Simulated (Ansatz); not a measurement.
# Ta3AsAu2O13 (P1) in Ansatz: convergence with k mesh

Aim: find how far k mesh must go before the results for Ta3AsAu2O13 settle, at PBE. This setting moves, with any that are tied to it; all else stays.

Program: Ansatz 0.2.0. These are calculated values, not measurements. Logs are shortened: lines on timing, memory, paths and dates and some standing lists are left out, and cuts for length are marked.

## (1) The crystal as given

The typed cell holds 19 atoms: a = 5.887 Å, b = 6.310 Å, c = 7.976 Å, α = 73.43°, β = 76.58°, γ = 69.60°.

The cell was built by a generator and needn't be a form met in nature.

## (2) With k mesh 2 × 2 × 1

The input, input.yaml:

```yaml
crystal:
  lattice:
    - [5.88672, 0.0, 0.0]
    - [2.19986, 5.91413, 0.0]
    - [1.85109, 1.73865, 7.56124]
  atoms:
    - { symbol: Ta, position: [0.39605, 0.05, 0.58683] }
    - { symbol: Ta, position: [0.95891, 0.61806, 0.76348] }
    - { symbol: Ta, position: [0.06984, 0.27356, 0.18903] }
    - { symbol: As, position: [0.07072, 0.88917, 0.02743] }
    - { symbol: Au, position: [0.21939, 0.67567, 0.38144] }
    - { symbol: Au, position: [0.68925, 0.45927, 0.56874] }
    - { symbol: O, position: [0.16689, 0.59518, 0.16534] }
    - { symbol: O, position: [0.86104, 0.11514, 0.11677] }
    - { symbol: O, position: [0.2695, 0.96377, 0.83676] }
    - { symbol: O, position: [0.87527, 0.82792, 0.92] }
    - { symbol: O, position: [0.70329, 0.78261, 0.54686] }
    - { symbol: O, position: [0.17528, 0.40817, 0.5935] }
    - { symbol: O, position: [0.27798, 0.9264, 0.17203] }
    - { symbol: O, position: [0.64612, 0.14878, 0.61595] }
    - { symbol: O, position: [0.14281, 0.39538, 0.93941] }
    - { symbol: O, position: [0.30048, 0.17203, 0.35732] }
    - { symbol: O, position: [0.19051, 0.80386, 0.59347] }
    - { symbol: O, position: [0.70787, 0.4714, 0.81379] }
    - { symbol: O, position: [0.77878, 0.42364, 0.31185] }
hamiltonian:
  xc: pbe
  pseudopotentials: { kind: paw }
kpoints:
  mp_grid: { grid: [2, 2, 1] }
scf:
  occupations: { method: fermi_dirac, width: 0.05 }
output:
  forces: true
  stress: true
  eigenvalues: true
```

Potentials or basis: Ansatz PAW.

The run is started by

```
> ansatz run input.yaml --threads 8 --pin off --max-ram 20480MiB --backend cpu --events-out ev --progress --plain --runs-dir out
```

Run time: 1.2 s. Hardware: 8 threads of Arm Neoverse V2, shared host; peak memory 0.81 GiB.

Results:

```
Free energy            : -68326.9592 eV
Pressure               : 0.0 GPa
Largest force          : 0.216 eV/Å
Band gap on the k mesh : 1.63 eV, indirect (least direct gap 1.67 eV)
```

## (3) With k mesh 2 × 2 × 2

input.yaml: that of step 2 with these lines changed.

```diff
@@ -29,3 +29,3 @@
 kpoints:
-  mp_grid: { grid: [2, 2, 1] }
+  mp_grid: { grid: [2, 2, 2] }
 scf:
```

Potentials or basis: Ansatz PAW.

The run is started by

```
> ansatz run input.yaml --threads 8 --pin off --max-ram 20480MiB --backend cpu --events-out ev --progress --plain --runs-dir out
```

Run time: 1.8 s. Hardware: 8 threads of Arm Neoverse V2, shared host; peak memory 1.2 GiB.

What came out:

```
Free energy            : -68326.9672 eV
Pressure               : 0.0 GPa
Largest force          : 0.195 eV/Å
Band gap on the k mesh : 1.58 eV, indirect (least direct gap 1.66 eV)
```

## (4) With k mesh 3 × 2 × 2

input.yaml: that of step 3 with these lines changed.

```diff
@@ -29,3 +29,3 @@
 kpoints:
-  mp_grid: { grid: [2, 2, 2] }
+  mp_grid: { grid: [3, 2, 2] }
 scf:
```

The run is started by

```
> ansatz run input.yaml --threads 8 --pin off --max-ram 20480MiB --backend cpu --events-out ev --progress --plain --runs-dir out
```

It took 3 s on 8 threads of Arm Neoverse V2, shared host; peak memory 1.1 GiB.

Results:

```yaml
Free_energy: -68326.9756 eV
Pressure: 0.0 GPa
Largest_force: 0.193 eV/Å
Band_gap_on_the_k_mesh: 1.60 eV, indirect (least direct gap 1.64 eV)
```

## (5) With k mesh 3 × 3 × 2

input.yaml: that of step 4 with these lines changed.

```diff
@@ -29,3 +29,3 @@
 kpoints:
-  mp_grid: { grid: [3, 2, 2] }
+  mp_grid: { grid: [3, 3, 2] }
 scf:
```

The run is started by

```
> ansatz run input.yaml --threads 8 --pin off --max-ram 20480MiB --backend cpu --events-out ev --progress --plain --runs-dir out
```

Run time: 4.1 s. Hardware: 8 threads of Arm Neoverse V2, shared host; peak memory 1.3 GiB.

What came out:

- Free energy: -68327.0195 eV
- Pressure: 0.0 GPa
- Largest force: 0.033 eV/Å
- Band gap on the k mesh: 1.62 eV, indirect (least direct gap 1.64 eV)

## (6) With k mesh 4 × 4 × 3

input.yaml: that of step 5 with these lines changed.

```diff
@@ -29,3 +29,3 @@
 kpoints:
-  mp_grid: { grid: [3, 3, 2] }
+  mp_grid: { grid: [4, 4, 3] }
 scf:
```

Potentials or basis: Ansatz PAW.

The run is started by

```
> ansatz run input.yaml --threads 8 --pin off --max-ram 20480MiB --backend cpu --events-out ev --progress --plain --runs-dir out
```

It took 10 s on 8 threads of Arm Neoverse V2, shared host; peak memory 1.6 GiB.

It converged, with:

```yaml
Free_energy: -68327.0252 eV
Pressure: 0.0 GPa
Largest_force: 0.009 eV/Å
Band_gap_on_the_k_mesh: 1.60 eV, indirect (least direct gap 1.66 eV)
```

## (7) With k mesh 5 × 4 × 3

input.yaml: that of step 6 with these lines changed.

```diff
@@ -29,3 +29,3 @@
 kpoints:
-  mp_grid: { grid: [4, 4, 3] }
+  mp_grid: { grid: [5, 4, 3] }
 scf:
```

The run is started by

```
> ansatz run input.yaml --threads 8 --pin off --max-ram 20480MiB --backend cpu --events-out ev --progress --plain --runs-dir out
```

It took 12 s on 8 threads of Arm Neoverse V2, shared host; peak memory 1.7 GiB.

Results (log left out):

* Free energy: -68327.0250 eV
* Pressure: 0.0 GPa
* Largest force: 0.009 eV/Å
* Band gap on the k mesh: 1.60 eV, indirect (least direct gap 1.67 eV)

## (8) With k mesh 6 × 5 × 4

input.yaml: that of step 7 with these lines changed.

```diff
@@ -29,3 +29,3 @@
 kpoints:
-  mp_grid: { grid: [5, 4, 3] }
+  mp_grid: { grid: [6, 5, 4] }
 scf:
```

The run is started by

```
> ansatz run input.yaml --threads 8 --pin off --max-ram 20480MiB --backend cpu --events-out ev --progress --plain --runs-dir out
```

Run time: 24 s. Hardware: 8 threads of Arm Neoverse V2, shared host; peak memory 2 GiB.

Results (log left out):

| Item | Value |
| --- | --- |
| Free energy | -68327.0256 eV |
| Pressure | 0.0 GPa |
| Largest force | 0.009 eV/Å |
| Band gap on the k mesh | 1.59 eV, indirect (least direct gap 1.64 eV) |

## (9) With k mesh 7 × 7 × 5

input.yaml: that of step 8 with these lines changed.

```diff
@@ -29,3 +29,3 @@
 kpoints:
-  mp_grid: { grid: [6, 5, 4] }
+  mp_grid: { grid: [7, 7, 5] }
 scf:
```

Potentials or basis: Ansatz PAW.

The run is started by

```
> ansatz run input.yaml --threads 8 --pin off --max-ram 20480MiB --backend cpu --events-out ev --progress --plain --runs-dir out
```

It took 49 s on 8 threads of Arm Neoverse V2, shared host; peak memory 2.8 GiB.

Results (log left out):

```
Free energy            : -68327.0257 eV
Pressure               : 0.0 GPa
Largest force          : 0.010 eV/Å
Band gap on the k mesh : 1.60 eV, indirect (least direct gap 1.65 eV)
```

## (10) With k mesh 8 × 8 × 6

input.yaml: that of step 9 with these lines changed.

```diff
@@ -29,3 +29,3 @@
 kpoints:
-  mp_grid: { grid: [7, 7, 5] }
+  mp_grid: { grid: [8, 8, 6] }
 scf:
```

Potentials or basis: Ansatz PAW.

The run is started by

```
> ansatz run input.yaml --threads 8 --pin off --max-ram 20480MiB --backend cpu --events-out ev --progress --plain --runs-dir out
```

Standard output:

```text
Warning: RAYON_NUM_THREADS=8 ignored (pool sized by the plan → 8); use --threads N
Engine: ansatz 0.2.0, aarch64-unknown-linux-gnu
Pseudopotentials: kind: paw
[... 92 lines left out ...]
  k-point 1: bands = ["-98.0493", "-97.7375", "-60.5434", "-60.4605", "-60.3770", "-49.8383", "-49.6494", "-49.5040", "-49.3403", "-48.8803", "-48.5927", "-29.2093", "-29.1771", "-29.1741", "-29.1311", "-29.1046", "-27.1710", "-27.1410", "-27.1296", "-27.0750", "-27.0250", "-27.0134", "-26.9659", "-26.9447", "-26.8931", "-12.5474", "-10.9187", "-10.5828", "-10.4649", "-10.2205", "-9.9237", "-9.7818", "-9.7489", "-9.5587", "-9.4252", "-9.3140", "-9.2642", "-8.9802", "-2.0926", "0.6540", "0.7223", "0.8739", "1.2425", "1.5266", "1.5967", "1.9956", "2.1404", "2.4496", "2.5334", "2.6687", "2.7538", "2.8771", "3.0187", "3.2208", "3.3719", "3.4844", "3.7095", "3.8126", "3.9393", "4.0978", "4.2309", "4.4356", "4.5376", "4.6584", "4.7370", "5.0157", "5.1207", "5.2388", "5.3211", "5.4453", "5.5952", "5.6487", "5.7730", "5.8376", "6.0416", "6.1684", "6.3186", "6.4787", "6.5929", "6.7033", "6.8270", "6.9297", "7.0396", "7.1018", "7.3205", "9.0647", "9.2442", "10.5798", "11.0253", "11.1431", "11.3641", "11.6662", "11.8715", "12.0586", "12.1918", "12.5308", "12.6720", "13.1919", "14.0958"]
  k-point 2: bands = ["-98.0493", "-97.7375", "-60.5434", "-60.4605", "-60.3770", "-49.8383", "-49.6494", "-49.5040", "-49.3403", "-48.8803", "-48.5927", "-29.2093", "-29.1771", "-29.1741", "-29.1311", "-29.1046", "-27.1737", "-27.1404", "-27.1273", "-27.0737", "-27.0241", "-27.0143", "-26.9675", "-26.9445", "-26.8931", "-12.5269", "-11.0315", "-10.5649", "-10.3978", "-10.2405", "-9.8796", "-9.8005", "-9.7459", "-9.5774", "-9.3974", "-9.3036", "-9.2707", "-8.9851", "-2.1467", "0.6792", "0.7939", "0.9234", "1.3120", "1.4558", "1.5840", "1.9677", "2.0026", "2.4281", "2.5957", "2.6358", "2.7512", "2.8809", "3.0443", "3.2552", "3.4215", "3.5889", "3.6754", "3.8158", "3.8569", "3.9774", "4.2361", "4.4810", "4.6030", "4.7092", "4.7760", "4.9802", "5.0899", "5.2069", "5.3055", "5.5329", "5.5705", "5.6378", "5.7621", "5.9054", "6.0123", "6.1258", "6.2978", "6.4012", "6.5687", "6.7553", "6.8115", "6.9530", "7.0352", "7.0921", "7.3376", "9.0898", "9.1192", "10.6861", "10.9363", "11.2207", "11.3751", "11.7349", "11.9139", "12.1259", "12.2342", "12.5209", "12.7758", "13.0778", "14.0078"]
  k-point 195: bands = ["-98.0493", "-97.7375", "-60.5434", "-60.4605", "-60.3770", "-49.8383", "-49.6494", "-49.5040", "-49.3403", "-48.8802", "-48.5928", "-29.2093", "-29.1771", "-29.1741", "-29.1311", "-29.1046", "-27.1758", "-27.1419", "-27.1234", "-27.0738", "-27.0241", "-27.0149", "-26.9676", "-26.9442", "-26.8936", "-12.3902", "-10.8720", "-10.8264", "-10.4919", "-10.1741", "-9.9244", "-9.8501", "-9.7162", "-9.6002", "-9.4366", "-9.2732", "-9.2218", "-9.0478", "-2.0283", "0.6952", "0.9199", "1.0972", "1.3938", "1.5341", "1.6730", "1.9785", "2.1026", "2.3278", "2.4280", "2.7128", "2.8222", "2.9266", "2.9921", "3.2286", "3.3301", "3.4666", "3.7444", "3.8585", "3.9650", "4.1090", "4.1267", "4.5109", "4.6152", "4.7244", "4.8129", "4.8463", "4.9478", "5.0025", "5.1421", "5.2572", "5.4088", "5.5557", "5.6570", "5.9114", "6.0364", "6.2142", "6.3829", "6.4578", "6.5702", "6.6703", "6.8052", "6.9049", "6.9438", "6.9593", "7.2768", "9.1300", "9.5755", "10.6947", "10.9198", "11.4796", "11.5651", "11.6279", "11.9459", "12.2903", "12.3193", "12.4990", "12.9159", "13.2318", "13.4931"]
```

Wall time 77 s (8 threads of Arm Neoverse V2, shared host); peak memory 3.8 GiB.

Results:

```
Free energy            : -68327.0258 eV
Pressure               : 0.0 GPa
Largest force          : 0.010 eV/Å
Band gap on the k mesh : 1.59 eV, indirect (least direct gap 1.63 eV)
```

## (11) The series at a glance

| k mesh | energy less the tightest run, at zero smearing (meV/atom) | pressure (GPa) | largest force (eV/Å) | gap on the mesh (eV) | SCF cycles | CPU time (s) | peak memory (GiB) |
| --- | --- | --- | --- | --- | --- | --- | --- |
| 2 × 2 × 1 | 3.50 | 0.04 | 0.216 | 1.629 | 11 | 7.8 | 0.81 |
| 2 × 2 × 2 | 3.08 | 0.01 | 0.195 | 1.581 | 11 | 13 | 1.2 |
| 3 × 2 × 2 | 2.64 | 0.00 | 0.193 | 1.603 | 11 | 21 | 1.1 |
| 3 × 3 × 2 | 0.33 | 0.00 | 0.033 | 1.616 | 11 | 31 | 1.3 |
| 4 × 4 × 3 | 0.03 | 0.01 | 0.009 | 1.598 | 11 | 77 | 1.6 |
| 5 × 4 × 3 | 0.04 | 0.01 | 0.009 | 1.603 | 11 | 97 | 1.7 |
| 6 × 5 × 4 | 0.01 | 0.01 | 0.009 | 1.593 | 11 | 190 | 2 |
| 7 × 7 × 5 | 0.00 | 0.01 | 0.010 | 1.598 | 11 | 390 | 2.8 |
| 8 × 8 × 6 | 0.00 | 0.01 | 0.010 | 1.594 | 11 | 610 | 3.8 |

Against the tightest run, the energy stays within 1 meV/atom from 3 × 3 × 2 on; the pressure stays within 0.1 GPa from 2 × 2 × 1 on; the largest force stays within 0.005 eV/Å from 4 × 4 × 3 on; the gap on the mesh stays within 0.01 eV from 4 × 4 × 3 on. Meshes of other sizes hit other points, so gaps and Fermi surfaces needn't settle smoothly. The tightest run that finished is the yardstick and may itself not be fully converged.

Caveats: spin-orbit coupling is left out, which moves the levels of the heavy elements.
